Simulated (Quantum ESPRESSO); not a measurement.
# Hf in Quantum ESPRESSO: further runs

Runs on Hf. Level: PBE. Tasks: work function.

Program: Quantum ESPRESSO 7.5. These are calculated values, not measurements. Logs are shortened: lines on timing, memory, paths and dates and some standing lists are left out, and cuts for length are marked.

### Step 1. The slab as given

The cell holds a slab with vacuum, 7 atoms: a = 3.197 Å, b = 3.197 Å, c = 30.173 Å, α = 90.00°, β = 90.00°, γ = 120.00°.

The slab is cut from a database's or a generator's crystal, which needn't be the stable form of the element.

### Step 2. Work function, PBE

File pw.in:

```
&CONTROL
  calculation = 'scf'
  prefix = 'pwscf'
  outdir = './tmp'
  pseudo_dir = './pseudo'
  tprnfor = .true.
  disk_io = 'low'
/
&SYSTEM
  ibrav = 0
  celldm(1) = 8
  nat = 7
  ntyp = 1
  ecutwfc = 58
  nbnd = 55
  occupations = 'smearing'
  smearing = 'fd'
  degauss = 0.01469973
/
&ELECTRONS
  conv_thr = 7d-09
  electron_maxstep = 150
  mixing_beta = 0.3
  mixing_mode = 'local-TF'
/
ATOMIC_SPECIES
Hf   178.4900 Hf.upf
CELL_PARAMETERS alat
  0.7551105892172   0.0000000000000   0.0000000000000
 -0.3775552946081   0.6539449529284   0.0000000000000
  0.0000000000000   0.0000000000000   7.1274327810979
ATOMIC_POSITIONS crystal
Hf     0.6666666667    0.3333333334    0.2485633041
Hf     0.3333333333    0.6666666666    0.3323755361
Hf     0.6666666667    0.3333333334    0.4161877680
Hf     0.3333333333    0.6666666666    0.5000000000
Hf     0.6666666667    0.3333333334    0.5838122320
Hf     0.3333333333    0.6666666666    0.6676244639
Hf     0.6666666667    0.3333333334    0.7514366959
K_POINTS automatic
10 10 1 0 0 0
```

File pp_density.in:

```
&INPUTPP
  prefix = 'pwscf'
  outdir = './tmp'
  filplot = 'density.dat'
  plot_num = 0
/
&PLOT
  nfile = 1
  filepp(1) = 'density.dat'
  iflag = 3
  output_format = 6
  fileout = 'density.cube'
/
```

File pp_potential.in:

```
&INPUTPP
  prefix = 'pwscf'
  outdir = './tmp'
  filplot = 'potential.dat'
  plot_num = 11
/
&PLOT
  nfile = 1
  filepp(1) = 'potential.dat'
  iflag = 3
  output_format = 6
  fileout = 'potential.cube'
/
```

File pp_elf.in:

```
&INPUTPP
  prefix = 'pwscf'
  outdir = './tmp'
  filplot = 'elf.dat'
  plot_num = 8
/
&PLOT
  nfile = 1
  filepp(1) = 'elf.dat'
  iflag = 3
  output_format = 6
  fileout = 'elf.cube'
/
```

Potentials or basis: PseudoDojo 0.4.1 SR PBE standard.

Started as:

```sh
OMP_NUM_THREADS=1 mpirun -n 2 pw.x -nk 2 -in pw.in > pw.out
OMP_NUM_THREADS=1 mpirun -n 1 pp.x -in pp_density.in > pp_density.out
OMP_NUM_THREADS=1 mpirun -n 1 pp.x -in pp_potential.in > pp_potential.out
OMP_NUM_THREADS=1 mpirun -n 1 pp.x -in pp_elf.in > pp_elf.out
```

pw.out:

```text
This program is part of the open-source Quantum ESPRESSO suite
     for quantum simulation of materials; please cite
[... 6 lines left out ...]
     using ibrav=0 with symmetry is DISCOURAGED, use correct ibrav instead

     K-points division:     npool     =       2
     Subspace diagonalization in iterative solution of the eigenvalue problem:
     a serial algorithm will be used

     G-vector sticks info
     --------------------
     sticks:   dense  smooth     PW     G-vecs:    dense   smooth      PW
     Sum         583     583    163               107755   107755   16931

     Using Slab Decomposition

     bravais-lattice index     =            0
     lattice parameter (alat)  =       8.0000  a.u.
     unit-cell volume          =    1802.0002 (a.u.)^3
     number of atoms/cell      =            7
     number of atomic types    =            1
     number of electrons       =        84.00
     number of Kohn-Sham states=           55
     kinetic-energy cutoff     =      58.0000  Ry
     charge density cutoff     =     232.0000  Ry
     scf convergence threshold =      7.0E-09
     mixing beta               =       0.3000
     number of iterations used =            8  local-TF  mixing
     Exchange-correlation= PBE
                           (   1   4   3   4   0   0   0)

     celldm(1)=   8.000000  celldm(2)=   0.000000  celldm(3)=   0.000000
     celldm(4)=   0.000000  celldm(5)=   0.000000  celldm(6)=   0.000000

     crystal axes: (cart. coord. in units of alat)
               a(1) = (   0.755111   0.000000   0.000000 )
               a(2) = (  -0.377555   0.653945   0.000000 )
               a(3) = (   0.000000   0.000000   7.127433 )

     reciprocal axes: (cart. coord. in units 2 pi/alat)
               b(1) = (  1.324309  0.764590 -0.000000 )
               b(2) = (  0.000000  1.529181  0.000000 )
               b(3) = (  0.000000 -0.000000  0.140303 )

     PseudoPot. # 1 for Hf read from file:
     Hf.upf
     Pseudo is Norm-conserving + core correction, Zval = 12.0
     Generated using ONCVPSP code by D. R. Hamann
     Using radial grid of 1656 points,  8 beta functions with:
                l(1) =   0
                l(2) =   0
                l(3) =   1
                l(4) =   1
                l(5) =   2
                l(6) =   2
                l(7) =   3
                l(8) =   3

     atomic species   valence    mass     pseudopotential
     Hf               12.00   178.49000     Hf( 1.00)

     12 Sym. Ops. (no inversion) found

   Cartesian axes

     site n.     atom                  positions (alat units)
         1        Hf     tau(   1) = (   0.3775553   0.2179817   1.7716182  )
         2        Hf     tau(   2) = (   0.0000000   0.4359633   2.3689843  )
         3        Hf     tau(   3) = (   0.3775553   0.2179817   2.9663503  )
         4        Hf     tau(   4) = (   0.0000000   0.4359633   3.5637164  )
         5        Hf     tau(   5) = (   0.3775553   0.2179817   4.1610824  )
         6        Hf     tau(   6) = (   0.0000000   0.4359633   4.7584485  )
         7        Hf     tau(   7) = (   0.3775553   0.2179817   5.3558145  )

     number of k points=    14  Fermi-Dirac smearing, width (Ry)=  0.0147
                       cart. coord. in units 2pi/alat
        k(    1) = (   0.0000000   0.0000000   0.0000000), wk =   0.0200000
        k(    2) = (   0.0000000   0.1529181   0.0000000), wk =   0.1200000
        k(    3) = (   0.0000000   0.3058361   0.0000000), wk =   0.1200000
        k(    4) = (   0.0000000   0.4587542   0.0000000), wk =   0.1200000
        k(    5) = (   0.0000000   0.6116723   0.0000000), wk =   0.1200000
        k(    6) = (   0.0000000  -0.7645903   0.0000000), wk =   0.0600000
        k(    7) = (   0.1324309   0.2293771   0.0000000), wk =   0.1200000
        k(    8) = (   0.1324309   0.3822952   0.0000000), wk =   0.2400000
        k(    9) = (   0.1324309   0.5352132   0.0000000), wk =   0.2400000
        k(   10) = (   0.1324309   0.6881313   0.0000000), wk =   0.2400000
        k(   11) = (   0.2648619   0.4587542   0.0000000), wk =   0.1200000
        k(   12) = (   0.2648619   0.6116723   0.0000000), wk =   0.2400000
        k(   13) = (   0.2648619   0.7645903   0.0000000), wk =   0.1200000
        k(   14) = (   0.3972928   0.6881313   0.0000000), wk =   0.1200000

     Dense  grid:   107755 G-vectors     FFT dimensions: (  30,  30, 288)

     Initial potential from superposition of free atoms

     starting charge      83.9870, renormalised to      84.0000

     negative rho (up, down):  4.145E-05 0.000E+00
     Starting wfcs are   70 randomized atomic wfcs

     Self-consistent Calculation

     iteration #  1     ecut=    58.00 Ry     beta= 0.30
     Davidson diagonalization with overlap
     ethr =  1.00E-02,  avg # of iterations =  2.6

     total energy              =    -789.73933177 Ry
     estimated scf accuracy    <       5.82175457 Ry

     iteration #  2     ecut=    58.00 Ry     beta= 0.30
     Davidson diagonalization with overlap
     ethr =  6.93E-03,  avg # of iterations =  1.0

     total energy              =    -789.63259695 Ry
     estimated scf accuracy    <       2.42131517 Ry

     iteration #  3     ecut=    58.00 Ry     beta= 0.30
     Davidson diagonalization with overlap
     ethr =  2.88E-03,  avg # of iterations =  1.8
[... 36 lines left out ...]
     total energy              =    -789.68402417 Ry
     estimated scf accuracy    <       0.17775760 Ry

     iteration #  9     ecut=    58.00 Ry     beta= 0.30
     Davidson diagonalization with overlap
     ethr =  1.87E-04,  avg # of iterations =  2.3

     total energy              =    -789.68563179 Ry
     estimated scf accuracy    <       0.00374111 Ry

     iteration # 10     ecut=    58.00 Ry     beta= 0.30
     Davidson diagonalization with overlap
     c_bands:  1 eigenvalues not converged
     ethr =  4.45E-06,  avg # of iterations = 12.0

     negative rho (up, down):  1.071E-03 0.000E+00

     total energy              =    -789.68624381 Ry
     estimated scf accuracy    <       0.02062784 Ry

     iteration # 11     ecut=    58.00 Ry     beta= 0.30
     Davidson diagonalization with overlap
     ethr =  4.45E-06,  avg # of iterations =  1.9

     negative rho (up, down):  1.416E-03 0.000E+00

     total energy              =    -789.68669066 Ry
     estimated scf accuracy    <       0.00185161 Ry

     iteration # 12     ecut=    58.00 Ry     beta= 0.30
     Davidson diagonalization with overlap
     ethr =  2.20E-06,  avg # of iterations =  1.8
[... 60 lines left out ...]
     total energy              =    -789.68681019 Ry
     estimated scf accuracy    <       0.00000005 Ry

     iteration # 20     ecut=    58.00 Ry     beta= 0.30
     Davidson diagonalization with overlap
     ethr =  5.98E-11,  avg # of iterations =  2.1

     total energy              =    -789.68681020 Ry
     estimated scf accuracy    <       0.00000002 Ry

     iteration # 21     ecut=    58.00 Ry     beta= 0.30
     Davidson diagonalization with overlap
     ethr =  2.16E-11,  avg # of iterations =  2.1

     End of self-consistent calculation

          k = 0.0000 0.0000 0.0000 ( 13537 PWs)   bands (ev):

   -55.3543 -55.3543 -54.9869 -54.9471 -54.9365 -54.9074 -54.9043 -24.1704
   -24.1615 -24.0025 -23.7986 -23.6489 -23.6489 -23.6489 -23.6489 -23.5869
   -23.3796 -23.3586 -23.3586 -23.3134 -23.3134 -23.2902 -23.2902 -23.2644
   -23.2481 -23.2481 -23.2366 -23.2366  -0.2975   0.1508   0.7934   1.5624
     2.3051   2.8763   3.1511   6.7765   6.8295   7.0643   7.1878   7.4705
     7.4766   7.9379   7.9408   7.9408   7.9638   7.9638   8.0938   8.0938
     8.1007   8.1007   8.2780   8.2811   8.2813   8.5647   8.5647

          k = 0.0000 0.1529 0.0000 ( 13515 PWs)   bands (ev):

   -55.3509 -55.3509 -54.9825 -54.9431 -54.9331 -54.9047 -54.9020 -24.1546
   -24.1481 -23.9875 -23.8016 -23.7109 -23.7006 -23.6620 -23.6620 -23.5917
   -23.4161 -23.4056 -23.3756 -23.3604 -23.3287 -23.3161 -23.3066 -23.3029
   -23.2839 -23.2581 -23.2580 -23.2449  -0.0009   0.4391   1.0729   1.8385
     2.5897   3.1736   3.4495   6.6219   6.6538   6.9028   6.9316   7.1390
     7.3914   7.5123   7.5772   7.6854   7.8427   8.0664   8.1590   8.1592
     8.1833   8.3357   8.3552   8.4659   8.5137   8.5508   8.6785
[... 13 lines left out ...]
   -55.3310 -55.3310 -54.9562 -54.9184 -54.9130 -54.8896 -54.8886 -24.0856
   -24.0853 -24.0254 -24.0251 -23.8950 -23.8547 -23.7562 -23.7376 -23.7376
   -23.7118 -23.6395 -23.6081 -23.5192 -23.4702 -23.4265 -23.4144 -23.3760
   -23.3543 -23.3339 -23.3188 -23.2980   1.9642   2.2794   2.7423   3.3301
     3.9626   4.5071   4.6968   5.4632   5.6229   5.8624   6.0354   6.2908
     6.3321   6.7523   6.7923   7.3301   7.4238   7.6805   7.7117   7.9485
     8.1653   8.3097   8.5765   8.9685   9.4812   9.4942   9.4997

          k = 0.0000 0.6117 0.0000 ( 13418 PWs)   bands (ev):

   -55.3220 -55.3220 -54.9440 -54.9068 -54.9039 -54.8835 -54.8832 -24.1698
   -24.1695 -24.0646 -24.0624 -23.9494 -23.9250 -23.8309 -23.8122 -23.7710
   -23.7710 -23.7459 -23.6555 -23.5269 -23.5104 -23.4512 -23.4357 -23.4082
   -23.3921 -23.3842 -23.3467 -23.3230   3.0209   3.1329   3.3665   3.7053
     4.0741   4.3718   4.4641   5.0930   5.4022   5.6321   5.8453   6.0401
     6.1069   7.0479   7.0801   7.7410   7.8371   7.8592   7.9840   8.0065
     8.1090   8.2204   8.3494   8.9024   9.6575  10.0938  10.0949

          k = 0.0000-0.7646 0.0000 ( 13440 PWs)   bands (ev):

   -55.3186 -55.3186 -54.9392 -54.9021 -54.9004 -54.8813 -54.8812 -24.2186
   -24.2184 -24.0729 -24.0697 -23.9914 -23.9592 -23.8707 -23.8222 -23.7837
   -23.7837 -23.7822 -23.6410 -23.5255 -23.5156 -23.4651 -23.4371 -23.4255
   -23.4205 -23.4013 -23.3574 -23.3327   3.3926   3.3935   3.6150   3.8135
     4.0808   4.2169   4.2235   4.9749   5.3958   5.6549   5.7822   5.8617
     5.9622   7.1245   7.2288   7.8664   7.9742   8.1182   8.1611   8.2198
     8.2551   8.3689   8.4829   8.8481   9.6673  10.3271  10.3369

          k = 0.1324 0.2294 0.0000 ( 13477 PWs)   bands (ev):

   -55.3448 -55.3448 -54.9745 -54.9356 -54.9269 -54.8999 -54.8977 -24.1275
   -24.1246 -23.9598 -23.8334 -23.8068 -23.7673 -23.6911 -23.6895 -23.6216
   -23.4924 -23.4869 -23.4362 -23.4211 -23.3861 -23.3774 -23.3399 -23.3264
   -23.3141 -23.2850 -23.2743 -23.2696   0.5620   0.9820   1.5923   2.3432
     3.1055   3.7167   3.9923   6.2216   6.2500   6.5979   6.6009   6.7968
     6.8792   7.0727   7.1835   7.4248   7.5936   7.9509   8.0034   8.2491
     8.2606   8.5295   8.5581   8.7251   8.7326   8.8594   8.9939
[... 53 lines left out ...]
   -55.3158 -55.3158 -54.9354 -54.8982 -54.8976 -54.8797 -54.8797 -24.1529
   -24.1529 -24.0425 -24.0425 -23.9304 -23.9258 -23.9111 -23.8927 -23.8248
   -23.7745 -23.7396 -23.6538 -23.6482 -23.5779 -23.5566 -23.5180 -23.4856
   -23.4326 -23.4323 -23.3815 -23.3793   4.1689   4.1692   4.3953   4.5622
     4.8662   4.9305   5.0081   5.2332   5.5496   5.6715   5.7499   6.0683
     6.3040   6.5078   6.7874   7.0110   7.1953   7.2701   7.3218   7.4400
     7.7354   7.7442   8.8145   8.9646   9.3460  10.0352  10.5692

          k = 0.3973 0.6881 0.0000 ( 13407 PWs)   bands (ev):

   -55.3148 -55.3148 -54.9339 -54.8967 -54.8965 -54.8791 -54.8791 -24.0994
   -24.0991 -24.0299 -24.0286 -23.9942 -23.9937 -23.8736 -23.8644 -23.8115
   -23.7499 -23.7319 -23.6919 -23.6715 -23.6359 -23.5867 -23.5397 -23.5377
   -23.4520 -23.4351 -23.3850 -23.3803   4.7501   4.7904   4.8434   4.8439
     4.9782   4.9793   5.4392   5.4686   5.5159   5.6596   5.6849   5.9407
     5.9654   6.6543   6.6914   6.8835   6.9664   7.0714   7.1134   7.1958
     7.4274   7.4978   8.8557   8.9392   9.2630   9.9541  10.5401

     the Fermi energy is     6.8600 ev

!    total energy              =    -789.68681018 Ry
     estimated scf accuracy    <          1.7E-09 Ry
     smearing contrib. (-TS)   =      -0.08641414 Ry
     internal energy E=F+TS    =    -789.60039604 Ry

     The total energy is F=E-TS. E is the sum of the following terms:
     one-electron contribution =   -4782.67133143 Ry
     hartree contribution      =    2395.13341605 Ry
     xc contribution           =    -199.29127156 Ry
     ewald contribution        =    1797.22879090 Ry

     convergence has been achieved in  21 iterations

     Forces acting on atoms (cartesian axes, Ry/au):

     atom    1 type  1   force =     0.00000000    0.00000000    0.01634942
     atom    2 type  1   force =     0.00000000   -0.00000000   -0.02356615
     atom    3 type  1   force =     0.00000000   -0.00000000    0.00362303
     atom    4 type  1   force =     0.00000000   -0.00000000    0.00000000
     atom    5 type  1   force =     0.00000000    0.00000000   -0.00362303
     atom    6 type  1   force =     0.00000000    0.00000000    0.02356615
     atom    7 type  1   force =     0.00000000   -0.00000000   -0.01634942

     Total force =     0.040885     Total SCF correction =     0.000113

=------------------------------------------------------------------------------=
   JOB DONE.
=------------------------------------------------------------------------------=
```

Run time: 3.9 min. Hardware: 2 MPI ranks of Arm Neoverse V1, shared host; peak memory 0.6 GiB.

What came out:

| Quantity | Value |
| --- | --- |
| Free energy | -10744.2364 eV |
| Largest force | 0.606 eV/Å |
| Band gap on the k mesh | none (metal or under the smearing width) |
| Work function of the upper face | 4.33 eV |
| Work function of the lower face | 4.33 eV |

Forces on the atoms (eV/Å):
```
Hf   0.000  0.000  0.420
Hf   0.000  0.000 -0.606
Hf   0.000  0.000  0.093
Hf   0.000  0.000  0.000
Hf   0.000  0.000 -0.093
Hf   0.000  0.000  0.606
Hf   0.000  0.000 -0.420
```

Levels at points of the mesh, in eV from the Fermi level:
```
            k point  band 39  band 40  band 41  band 42  band 43  band 44  band 45  band 46
 (0.00, 0.00, 0.00)     0.33     0.61     0.62     1.08     1.08     1.08     1.10     1.10
(0.00, -0.50, 0.00)    -1.08    -1.00    -0.90     0.26     0.37     1.01     1.11     1.26
```

### Step 3. Work function, PBE

pw.in, as its differences from that of step 2:

```diff
@@ -17,3 +17,3 @@
   smearing = 'fd'
-  degauss = 0.01469973
+  degauss = 0.02204959
 /
```

pp_density.in is that of step 2.

pp_potential.in is that of step 2.

pp_elf.in is that of step 2.

Potentials or basis: PseudoDojo 0.4.1 SR PBE standard.

Started as:

```sh
OMP_NUM_THREADS=1 mpirun -n 2 pw.x -nk 2 -in pw.in > pw.out
OMP_NUM_THREADS=1 mpirun -n 1 pp.x -in pp_density.in > pp_density.out
OMP_NUM_THREADS=1 mpirun -n 1 pp.x -in pp_potential.in > pp_potential.out
OMP_NUM_THREADS=1 mpirun -n 1 pp.x -in pp_elf.in > pp_elf.out
```

pw.out:

```text
This program is part of the open-source Quantum ESPRESSO suite
     for quantum simulation of materials; please cite
[... 6 lines left out ...]
     using ibrav=0 with symmetry is DISCOURAGED, use correct ibrav instead

     K-points division:     npool     =       2
     Subspace diagonalization in iterative solution of the eigenvalue problem:
     a serial algorithm will be used

     G-vector sticks info
     --------------------
     sticks:   dense  smooth     PW     G-vecs:    dense   smooth      PW
     Sum         583     583    163               107755   107755   16931

     Using Slab Decomposition

     bravais-lattice index     =            0
     lattice parameter (alat)  =       8.0000  a.u.
     unit-cell volume          =    1802.0002 (a.u.)^3
     number of atoms/cell      =            7
     number of atomic types    =            1
     number of electrons       =        84.00
[... 364 lines left out ...]
   -24.0732 -24.0032 -24.0019 -23.9682 -23.9677 -23.8409 -23.8362 -23.7872
   -23.7267 -23.7091 -23.6690 -23.6469 -23.6130 -23.5638 -23.5146 -23.5107
   -23.4222 -23.4120 -23.3538 -23.3518   4.7667   4.8051   4.8598   4.8665
     4.9876   4.9884   5.4553   5.4817   5.5272   5.6744   5.6988   5.9487
     5.9736   6.6626   6.7033   6.8979   6.9810   7.0855   7.1305   7.2148
     7.4399   7.5121   8.8719   8.9532   9.2799   9.9718  10.5522

     the Fermi energy is     6.8540 ev

!    total energy              =    -789.74142498 Ry
     estimated scf accuracy    <          7.7E-10 Ry
     smearing contrib. (-TS)   =      -0.19792913 Ry
     internal energy E=F+TS    =    -789.54349585 Ry

     The total energy is F=E-TS. E is the sum of the following terms:
     one-electron contribution =   -4782.74337669 Ry
     hartree contribution      =    2395.27440100 Ry
     xc contribution           =    -199.30331106 Ry
     ewald contribution        =    1797.22879090 Ry

     convergence has been achieved in  20 iterations

     Forces acting on atoms (cartesian axes, Ry/au):

     atom    1 type  1   force =     0.00000000    0.00000000    0.01057560
     atom    2 type  1   force =     0.00000000   -0.00000000   -0.01975179
     atom    3 type  1   force =     0.00000000   -0.00000000    0.00253718
     atom    4 type  1   force =     0.00000000    0.00000000    0.00000000
     atom    5 type  1   force =     0.00000000   -0.00000000   -0.00253718
     atom    6 type  1   force =     0.00000000   -0.00000000    0.01975179
     atom    7 type  1   force =     0.00000000    0.00000000   -0.01057560

     Total force =     0.031888     Total SCF correction =     0.000093

=------------------------------------------------------------------------------=
   JOB DONE.
=------------------------------------------------------------------------------=
```

pp_potential.out:

```text
This program is part of the open-source Quantum ESPRESSO suite
     for quantum simulation of materials; please cite
         "P. Giannozzi et al., J. Phys.:Condens. Matter 21 395502 (2009);
         "P. Giannozzi et al., J. Phys.:Condens. Matter 29 465901 (2017);
         "P. Giannozzi et al., J. Chem. Phys. 152 154105 (2020);
     in publications or presentations arising from this work. More details at

     IMPORTANT: XC functional enforced from input :
     Exchange-correlation= PBE
                           (   1   4   3   4   0   0   0)
     Any further DFT definition will be discarded
     Please, verify this is what you really want

     G-vector sticks info
     --------------------
     sticks:   dense  smooth     PW     G-vecs:    dense   smooth      PW
     Sum         583     583    163               107755   107755   16931

     Using Slab Decomposition

     Calling punch_plot, plot_num =  11
     Writing data to file  potential.dat
     Reading data from file  potential.dat

     Writing data to be plotted to file potential.cube
     Plot Type: 3D                     Output format: Gaussian cube

=------------------------------------------------------------------------------=
   JOB DONE.
=------------------------------------------------------------------------------=
```

It took 3.8 min on 2 MPI ranks of Arm Neoverse V1, shared host; peak memory 0.6 GiB.

The run converged, but some of its settings lie outside the range that counts as converged, so its numbers aren't taken as properties of the slab.

Results:

```
Free energy                     : -10744.9795 eV
Largest force                   : 0.508 eV/Å
Band gap on the k mesh          : none (metal or under the smearing width)
Work function of the upper face : 4.32 eV
Work function of the lower face : 4.32 eV
```
